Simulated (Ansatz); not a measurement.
**NbF5: up Jacob's ladder to CCSD(T)**

An exercise on one series of results from a longer session: the logs are not shown, and one member is left open.

Method: functionals in def2-TZVPP, the program's frozen cores in correlated methods; program: Ansatz 0.2.0, Gaussian basis.

The runs, in order: LDA (SPW92), PBE-D4, revPBE-D4, BLYP-D4, r2SCAN-D4, B97M-V, PBE0-D4, B3LYP-D4, r2SCANh-D4, r2SCAN0-D4, HSE06-D4, BHLYP-D4, CAM-B3LYP-D4, LC-ωPBE, ωB97X-V, ωB97M-V, B2PLYP, PBE-QIDH; CCSD(T)/def2-SVP; CCSD(T)/def2-TZVPP; MP2/def2-QZVPP; extrapolation to the limit; RPA on PBE.

## Structure used throughout

The geometry comes from an earlier relaxation with PBE0-D4 in a triple-zeta def2 set; it is a stationary point. Nb takes the def2 core potential; no spin-orbit term is included.

SMILES `[F][Nb]([F])([F])([F])[F]`, 6 atoms, charge 0, spin multiplicity 1.

Atoms are counted from 1 here; the program's logs count them from 0.

Bond lengths: F1–Nb2 1.864 Å, Nb2–F3 1.831 Å, Nb2–F4 1.831 Å, Nb2–F5 1.831 Å, Nb2–F6 1.864 Å. Angles: F1–Nb2–F3 90.0°, F1–Nb2–F4 90.0°, F1–Nb2–F5 90.0°, F1–Nb2–F6 179.9°, F3–Nb2–F4 120.0°, F3–Nb2–F5 120.0°, F3–Nb2–F6 90.0°, F4–Nb2–F5 120.0°, F4–Nb2–F6 90.0°, F5–Nb2–F6 90.0°.

The first run:

File in.yaml:

```yaml
crystal:
  periodic: [false, false, false]
  atoms:
    - {symbol: F, position_ang: [-1.286621, 0.498739, -1.249132]}
    - {symbol: Nb, position_ang: [0.006898, -0.010623, -0.007560]}
    - {symbol: F, position_ang: [0.077207, -1.675911, -0.764802]}
    - {symbol: F, position_ang: [1.110749, 1.318514, -0.612889]}
    - {symbol: F, position_ang: [-1.167780, 0.325766, 1.355653]}
    - {symbol: F, position_ang: [1.301546, -0.520486, 1.232629]}
basis:
  gaussian: {orbitals: def2-TZVPP}
hamiltonian: {xc: lda}
output: {orbitals: {seedname: orbitals}}
```

Started as:

```console
> ansatz run in.yaml --threads 4 --pin off --events-out ev --progress --plain --max-ram 10444MiB
```

Steps of the session up to this table: LDA; PBE-D4 (GGA); revPBE-D4 (GGA); BLYP-D4 (GGA); r2SCAN-D4 (meta-GGA); B97M-V (meta-GGA); B3LYP-D4 (hybrid); r2SCANh-D4 (hybrid); r2SCAN0-D4 (hybrid); HSE06-D4 (hybrid); BHLYP-D4 (hybrid); CAM-B3LYP-D4 (range-separated); LC-ωPBE (range-separated); ωB97X-V (range-separated); ωB97M-V (range-separated); B2PLYP (double hybrid); PBE-QIDH (double hybrid).

One table of the session follows, with a row left open; its other results are not shown here.

It belongs to the step «Frontier levels by functional». 

```
  functional  HOMO (eV)  LUMO (eV)  gap (eV)
 LDA (SPW92)     -10.47      -4.28      6.19
      PBE-D4     -10.17      -3.99      6.18
   revPBE-D4          ?          ?         ?
     BLYP-D4     -10.11      -3.94      6.17
   r2SCAN-D4     -10.70      -4.00      6.71
      B97M-V     -10.81      -3.95      6.86
     PBE0-D4     -12.27      -3.31      8.96
    B3LYP-D4     -11.96      -3.57      8.39
  r2SCANh-D4     -11.48      -3.73      7.76
  r2SCAN0-D4     -12.66      -3.30      9.36
    HSE06-D4     -11.85      -3.69      8.16
    BHLYP-D4     -14.36      -2.47     11.89
CAM-B3LYP-D4     -13.85      -2.20     11.66
     LC-ωPBE     -15.11      -0.86     14.25
     ωB97X-V     -14.81      -0.97     13.84
     ωB97M-V     -14.78      -1.01     13.77
```

Estimate the missing values for revPBE-D4.

The run gave: HOMO (eV): -10.06; LUMO (eV): -3.88; gap (eV): 6.18. In the column «HOMO (eV)» it is the highest.
